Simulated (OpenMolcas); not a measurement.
# Mo³⁺ among point charges: CASSCF and CASPT2 levels and susceptibility

Aim: the splitting of the states of Mo³⁺ in the field of 6 point charges, its lowest levels with spin-orbit coupling and its magnetic susceptibility.

Program: OpenMolcas 26.06. Level of theory: state-averaged CASSCF and CASPT2, spin-orbit coupling by RASSI with atomic mean-field integrals. These are calculated values, not measurements, unless marked.

### Step 1. What is computed

| Property | Result |
| --- | --- |
| Species | Mo³⁺ (molybdenum, Z = 42, 39 electrons) |
| Basis | ANO-RCC-VDZP [6s5p3d1f], 43 functions |
| Scalar Hamiltonian | DKH2, point nucleus |
| Inactive shells | 1s 2s 2p 3s 3p 3d 4s 4p |
| Active space | 3 electrons in 5 orbitals (4d) |
| Some configurations of this space | 4d³ |
| Orbitals | optimised for each spin and parity, averaged over all roots |

Outer shells as boxes (Hund's rule):

4d3
```
4d [↑ ][↑ ][↑ ][  ][  ]
```

The ion sits among 6 point charges of -1.36 e arranged as a trigonal prism (D3h), 2.19 Å from the ion, with a polar angle of 46.2° against the regular 49.1°.

Each step is its own input file, run in one work folder so that later steps find the files of earlier ones. Labels, J, g values, rates, χT and fits are worked out afterwards by a script from the matrices that RASSI stores.

### Step 2. One- and two-electron integrals

a.inp

```
&GATEWAY
Coord
1

Mo 0.0 0.0 0.0
Basis=ANO-RCC-VDZP
Group=NoSym
NoMove
AngMom=0.0 0.0 0.0
AMFI
XField
6 Angstrom 0
1.579437 0.000000 1.517062 -1.360000
-0.789719 1.367833 1.517062 -1.360000
-0.789719 -1.367833 1.517062 -1.360000
1.579437 0.000000 -1.517062 -1.360000
-0.789719 1.367833 -1.517062 -1.360000
-0.789719 -1.367833 -1.517062 -1.360000
&SEWARD
```

Started as:

```bash
OMP_NUM_THREADS=1 MOLCAS_MEM=1689 MOLCAS_PROJECT=a pymolcas a.inp > a.log
```

The program printed:

```text
Basis set label: MO.ANO-RCC...6S5P3D1F.

      Electronic valence basis set:
      ------------------
      Associated Effective Charge  42.000000 au
      Associated Actual Charge     42.000000 au
      Nuclear Model: Point charge

      Shell  nPrim  nBasis  Cartesian Spherical Contaminant
         s      21       6        X
         p      18       5        X
         d      13       3                 X
         f       6       1                 X
                  Relativistic Douglas-Kroll-Hess integrals:
                    - DKH order of Hamiltonian: 2
                    - DKH order of Properties : 0
                  Atomic mean-field integrals
```

### Step 3. Reference wave functions, quartets, 10 roots

a.inp

```
&RASSCF
FileOrb=start.orb
Symmetry=1
Spin=4
nActEl=3 0 0
Inactive=18
Ras2=5
CIRoot=10 10 1
SDav=10
CIMx=300
Iter=120 100
PrWF=0.3
OrbListing=Nothing
MaxOrb=0
>>> COPY $Project.JobIph JOB001
```

start.orb holds the contracted functions of the basis, ordered by shell, or the orbitals of the step before.

The program printed (excerpt; [...] marks lines left out):

```text
[...]
      Number of active orbitals                  5
[...]
      Spin quantum number                      1.5
[...]
      Active orbitals                            5
[...]
      Number of CSFs                            10
      Number of root(s) required                10
[...]
      Convergence after 12 iterations
[...]
      Natural orbitals and occupation numbers for root  1
      sym 1:   0.969939   0.030061   1.000000   0.030061   0.969939
      Natural orbitals and occupation numbers for root  2
      sym 1:   1.000000   0.175166   0.175166   0.824834   0.824834
      Natural orbitals and occupation numbers for root  3
      sym 1:   0.824833   0.824833   1.000000   0.175167   0.175167
::    RASSCF root number  1 Total energy:  -4049.90160970
::    RASSCF root number  2 Total energy:  -4049.87949851
::    RASSCF root number  3 Total energy:  -4049.87949850
[...]
::    RASSCF root number  7 Total energy:  -4049.84745305
::    RASSCF root number  8 Total energy:  -4049.82359087
::    RASSCF root number  9 Total energy:  -4049.82359085
::    RASSCF root number 10 Total energy:  -4049.77426359
```

### Step 4. Reference wave functions, doublets, 40 roots

a.inp

```
&RASSCF
FileOrb=start.orb
Symmetry=1
Spin=2
nActEl=3 0 0
Inactive=18
Ras2=5
CIRoot=40 40 1
SDav=40
CIMx=300
Iter=120 100
PrWF=0.3
OrbListing=Nothing
MaxOrb=0
>>> COPY $Project.JobIph JOB002
```

The program printed (excerpt; [...] marks lines left out):

```text
[...]
      Number of active orbitals                  5
[...]
      Spin quantum number                      0.5
[...]
      Active orbitals                            5
[...]
      Number of CSFs                            40
      Number of root(s) required                40
[...]
      Convergence after  9 iterations
[...]
      Natural orbitals and occupation numbers for root  1
      sym 1:   0.992433   0.015206   0.984468   0.015689   0.992205
      Natural orbitals and occupation numbers for root  2
      sym 1:   0.992414   0.015689   0.984467   0.015206   0.992225
      Natural orbitals and occupation numbers for root  3
      sym 1:   0.911551   0.089241   0.999925   0.088937   0.910346
::    RASSCF root number  1 Total energy:  -4049.83940371
::    RASSCF root number  2 Total energy:  -4049.83940371
::    RASSCF root number  3 Total energy:  -4049.83071576
[...]
::    RASSCF root number 27 Total energy:  -4049.77275332
::    RASSCF root number 28 Total energy:  -4049.76307457
::    RASSCF root number 29 Total energy:  -4049.74518872
::    RASSCF root number 30 Total energy:  -4049.74443674
```

### Step 5. RASSI: spin-orbit coupling between the states

a.inp

```
&RASSI
NrOfJobIphs=2 10 40
1 2 3 4 5 6 7 8 9 10
1 2 3 4 5 6 7 8 9 10 11 12 13 14 15 16 17 18 19 20 21 22 23 24 25 26 27
28 29 30 31 32 33 34 35 36 37 38 39 40
IphNames
JOB001
JOB002
EJob
SpinOrbit
DIPRint=1.0
SOCoupling=1000.0
Subsets=2
Property=9
'ANGMOM' 1 'ANGMOM' 2 'ANGMOM' 3 'MLTPL  1' 1 'MLTPL  1' 2 'MLTPL  1' 3
'AMFI' 1 'AMFI' 2 'AMFI' 3
SOProperty=3
'ANGMOM' 1 'ANGMOM' 2 'ANGMOM' 3
```

The program printed (excerpt; [...] marks lines left out):

```text
SPIN-FREE ENERGIES:
  (Shifted by EMIN (a.u.) =      -4049.9016097040)
 SF State       Relative EMIN(au)   Rel lowest level(eV)    D:o, cm**(-1)      L_eff
     1             0.0000000000        0.0000000000              0.0000         2.9
     2             0.0221111902        0.6016761360           4852.8453         2.9
     3             0.0221112026        0.6016764746           4852.8480         2.9
     4             0.0366359631        0.9969153412           8040.6645         3.0
     5             0.0367388399        0.9997147623           8063.2433         3.0
     6             0.0541566503        1.4736775301          11886.0109         3.0
     7             0.0541566514        1.4736775590          11886.0111         3.0
    11             0.0622059894        1.6927112051          13652.6366         4.5
    12             0.0622059894        1.6927112051          13652.6366         4.5
    13             0.0708939461        1.9291225497          15559.4227         3.5
[...]
Eigenvalues of complex Hamiltonian:
   -----------------------------------
  (Shifted by EMIN (a.u.) =      -4049.9016097040)
 SO State       Relative EMIN(au)   Rel lowest level(eV)    D:o, cm**(-1)     J-value
     1            -0.0019013910        0.0000000000              0.0000         2.7
     2            -0.0019013910        0.0000000000              0.0000         2.7
     3            -0.0008024795        0.0299029077            241.1832         2.8
     4            -0.0008024795        0.0299029077            241.1832         2.8
     5             0.0202734956        0.6034094051           4866.8251         3.0
     6             0.0202734956        0.6034094051           4866.8251         3.0
     7             0.0216869267        0.6418708245           5177.0373         3.6
     8             0.0216869267        0.6418708245           5177.0373         3.6
     9             0.0222300426        0.6566497621           5296.2375         3.2
    10             0.0222300426        0.6566497621           5296.2375         3.2
    11             0.0231581303        0.6819043150           5499.9292         2.8
[...]
```

These steps: 15 s of run time, 1 thread of Intel Xeon Platinum 8375C at 2.90GHz (Ice Lake), shared host.

States without spin-orbit coupling:

```
state  degeneracy  E (cm-1)  free-ion L (%)
  4A2           1         0          F (92)
   4E           2      4853          F (94)
  4A1           1      8041         F (100)
  4A2           1      8063         F (100)
   4E           2     11886         F (100)
   2E           2     13653          G (53)
   2E           2     15559          G (66)
  2A1           1     16577          G (55)
   4E           2     17123          P (94)
  2A2           1     17823          G (88)
  2A1           1     17952          G (88)
   2E           2     18515         H (100)
  2A2           1     19374          P (66)
   2E           2     19683          G (51)
   2E           2     20345          G (42)
  2A1           1     23722          H (90)
  2A2           1     23796          H (91)
   2E           2     23819          H (77)
   2E           2     25793          H (71)
   2E           2     26811          H (53)
  4A2           1     27949          P (92)
  2A1           1     28030          D (56)
   2E           2     28206          D (63)
   2E           2     28281          P (35)
```

With spin-orbit coupling:

| E (cm-1) | Degeneracy | Label | 2S+1 | g |
| --- | --- | --- | --- | --- |
| 0.0 | 2 | E1/2 | 4 | 1.99 2.79 2.79 |
| 241.2 | 2 | E3/2 | 4 | 0.00 0.00 5.95 |
| 4867 | 2 | E1/2 | 4 | 2.85 2.85 2.96 |
| 5177 | 2 | E1/2 | 4 | 1.03 4.03 4.03 |
| 5296 | 2 | E3/2 | 4 | 0.00 0.00 3.99 |
| 5500 | 2 | E1/2 | 4 | 0.00 0.00 7.95 |
| 7060 | 2 | E3/2 | 4 | 0.00 0.00 0.03 |
| 7908 | 2 | E1/2 | 4 | 0.10 0.10 4.02 |
| 8712 | 2 | E1/2 | 4 | 0.10 0.10 7.98 |
| 9446 | 2 | E3/2 | 4 | 0.00 0.00 11.88 |
| 11497 | 2 | E1/2 | 4 | 0.01 0.01 1.99 |
| 12104 | 2 | E3/2 | 4 | 0.00 0.00 1.98 |
| 12575 | 2 | E1/2 | 4 | 0.03 0.03 5.93 |
| 12878 | 2 | E1/2 | 4 | 0.03 0.03 9.71 |
| 13871 | 2 | E1/2 | 2 | 0.09 0.09 6.19 |
| 14021 | 2 | E3/2 | 2 | 0.00 0.00 9.89 |
| 15769 | 2 | E1/2 | 2 | 0.10 0.10 5.83 |
| 15834 | 2 | E3/2 | 2 | 0.00 0.00 2.04 |
| 16202 | 2 | E1/2 | 2 | 0.92 0.92 2.48 |
| 17040 | 2 | E1/2 | 4 | 0.20 0.60 0.60 |
| 17226 | 2 | E1/2 | 4 | 0.52 0.52 3.09 |
| 17465 | 2 | E3/2 | 4 | 0.00 0.00 3.90 |
| 17861 | 2 | E1/2 | 4 | 0.00 0.00 7.83 |
| 18583 | 2 | E1/2 | 2 | 1.05 2.87 2.87 |

The table of states holds 24 of 33 computed; the rest, higher up, is left out. Labels of spin-orbit levels are those of the rotation subgroup (D3 for D3h). Principal g values are given for doublets only; a zero marks a field direction without first-order Zeeman splitting.

Powder χT (cm³ K/mol): 0.61 at 2 K, 0.62 at 5 K, 0.63 at 10 K, 0.66 at 20 K, 0.73 at 50 K, 0.85 at 100 K, 0.96 at 150 K, 1.04 at 200 K, 1.10 at 250 K, 1.15 at 300 K.

Orbitals of the lowest block (energies include the constant potential of the surroundings):

```
shell     space  energy (hartree)  mean occupation  ⟨r²⟩ (bohr²)
   1s  inactive         -737.9434            2.000       0.00163
   2s  inactive         -106.3783            2.000        0.0277
   2p  inactive          -94.8331            6.000        0.0219
   3s  inactive          -18.6896            2.000         0.208
   3p  inactive          -14.7923            6.000         0.213
   3d  inactive           -8.4319           10.000         0.206
   4s  inactive           -2.1465            2.000          1.39
   4p  inactive           -0.9772            6.000          1.69
   4d      RAS2                              3.000          3.25
```

### Step 6. CASPT2: IPEA 0.25, imaginary shift 0.1 (closed shells correlated: 4s 4p)

a.inp

```
>>> COPY JOB001 $Project.JobIph
&CASPT2
Multistate=10 1 2 3 4 5 6 7 8 9 10
NoMult
Frozen=14
IPEA=0.25
Imaginary=0.1
MaxIter=60
WThr=0.0 0.3 0.05
PrWF=0.5
NoMix
>>> COPY JOB002 $Project.JobIph
&CASPT2
Multistate=40 1 2 3 4 5 6 7 8 9 10 11 12 13 14 15 16 17 18 19 20 21 22
23 24 25 26 27 28 29 30 31 32 33 34 35 36 37 38 39 40
NoMult
Frozen=14
IPEA=0.25
Imaginary=0.1
MaxIter=60
WThr=0.0 0.3 0.05
PrWF=0.5
NoMix
```

The program printed (excerpt; [...] marks lines left out):

```text
[...]
      Active orbitals                            5
[...]
      E2 (Variational):          -0.2101352866
      Total energy:           -4050.1117449905
[...]
::    CASPT2 Root  1     Total energy:  -4050.11174499
::    CASPT2 Root  2     Total energy:  -4050.08943341
[...]
::    CASPT2 Root 27     Total energy:  -4049.99650722
::    CASPT2 Root 28     Total energy:  -4049.97973713
::    CASPT2 Root 29     Total energy:  -4049.97212927
::    CASPT2 Root 30     Total energy:  -4049.97164815
```

This run: 5.9 s of run time, 1 thread of Intel Xeon Platinum 8375C at 2.90GHz (Ice Lake), shared host.

SS-CASPT2: lowest energy less the reference's lowest, -0.2101 hartree; reference weights 0.940 to 0.955.

States without spin-orbit coupling:

```
state  degeneracy  E (cm-1)  free-ion L (%)
  4A2           1         0          F (92)
   4E           2      4897          F (94)
  4A1           1      7918         F (100)
  4A2           1      7923         F (100)
   2E           2     12092          G (53)
   4E           2     12620         F (100)
   2E           2     13614          G (66)
  2A1           1     13875          G (55)
   4E           2     15183          P (94)
  2A2           1     16127          G (88)
  2A1           1     16178          G (88)
  2A2           1     16238          P (66)
   2E           2     17447         H (100)
   2E           2     17532          G (51)
   2E           2     18337          G (42)
   2E           2     21530          H (77)
  2A1           1     22476          H (90)
  2A2           1     22511          H (91)
   2E           2     24045          H (71)
   2E           2     25293          P (35)
   2E           2     26013          H (53)
  2A1           1     26122          D (56)
   2E           2     26123          D (63)
  4A2           1     26600          P (92)
```

With spin-orbit coupling:

| E (cm-1) | Degeneracy | Label | 2S+1 | g |
| --- | --- | --- | --- | --- |
| 0 | 2 | E1/2 | 4 | 1.99 2.79 2.79 |
| 250 | 2 | E3/2 | 4 | 0.00 0.00 5.95 |
| 4920 | 2 | E1/2 | 4 | 2.88 2.88 2.94 |
| 5220 | 2 | E1/2 | 4 | 1.05 4.06 4.06 |
| 5340 | 2 | E3/2 | 4 | 0.00 0.00 3.99 |
| 5550 | 2 | E1/2 | 4 | 0.00 0.00 7.94 |
| 6930 | 2 | E3/2 | 4 | 0.00 0.00 0.03 |
| 7800 | 2 | E1/2 | 4 | 0.03 0.03 4.01 |
| 8590 | 2 | E1/2 | 4 | 0.03 0.03 7.95 |
| 9250 | 2 | E3/2 | 4 | 0.00 0.00 11.80 |
| 12200 | 2 | E1/2 | 4 | 0.02 0.02 1.96 |
| 12240 | 2 | E1/2 | 2 | 0.09 0.09 6.22 |
| 12580 | 2 | E3/2 | 2 | 0.00 0.00 9.93 |
| 12760 | 2 | E3/2 | 4 | 0.00 0.00 1.93 |
| 13210 | 2 | E1/2 | 4 | 0.10 0.10 5.91 |
| 13550 | 2 | E1/2 | 4 | 0.11 0.11 9.56 |
| 13700 | 2 | E1/2 | 2 | 0.20 0.20 2.17 |
| 13890 | 2 | E1/2 | 2 | 0.11 0.11 5.82 |
| 13960 | 2 | E3/2 | 2 | 0.00 0.00 2.05 |
| 14940 | 2 | E1/2 | 4 | 1.69 2.23 2.23 |
| 15170 | 2 | E1/2 | 4 | 1.86 2.95 2.95 |
| 15550 | 2 | E3/2 | 4 | 0.00 0.00 3.88 |
| 15940 | 2 | E1/2 | 4 | 0.00 0.00 7.85 |
| 16950 | 2 | E1/2 | 2 | 0.87 0.87 4.01 |

Powder χT (cm³ K/mol): 0.62 at 2 K, 0.62 at 5 K, 0.63 at 10 K, 0.66 at 20 K, 0.73 at 50 K, 0.84 at 100 K, 0.95 at 150 K, 1.03 at 200 K, 1.09 at 250 K, 1.14 at 300 K.

### Step 7. The methods side by side

A. CASSCF
B. SS-CASPT2, IPEA 0.25, imaginary shift 0.1 (closed shells correlated: 4s 4p)

```
method  ground state  first state of that spin (cm-1)  first gap with spin-orbit (cm-1)  χT at 300 K
     A           4A2                          4E 4853                             241.2         1.15
     B           4A2                          4E 4897                             254.0         1.14
```

### Step 8. Results

```
                                            quantity                                                                        value
                                              method  SS-CASPT2, IPEA 0.25, imaginary shift 0.1 (closed shells correlated: 4s 4p)
                              spin-free ground state                                              4A2, 1-fold in its orbital part
first state of the same spin within the active space                                                              4E at 4900 cm⁻¹
                                        lowest level                                            2-fold E1/2, g = 1.99, 2.79, 2.79
                                          next level                                                                   254.0 cm⁻¹
                                         χT at 300 K                                                               1.14 cm³ K/mol
                           effective moment at 300 K                                                                      3.03 μB
```

Cost by method:

```
                                              method  time of its own steps  time with the reference
                                           A. CASSCF                   15 s                     15 s
B. SS-CASPT2, IPEA 0.25, imaginary shift 0.1, +4s 4p                  5.9 s                     21 s
```

Times are of one thread on a shared host.

**Reading.** The spin-free ground state (4A2) comes to 92 % from free-ion F terms and keeps the highest spin of the shell. χT at 300 K is 1.14, against 1.88 cm³ K/mol for the spin alone, so spin-orbit coupling lowers it. CASPT2 does not keep the components of a term degenerate, and the means are used. The field of point charges can differ much from that of real complexes. This is an electrostatic model: the charges have no orbitals.
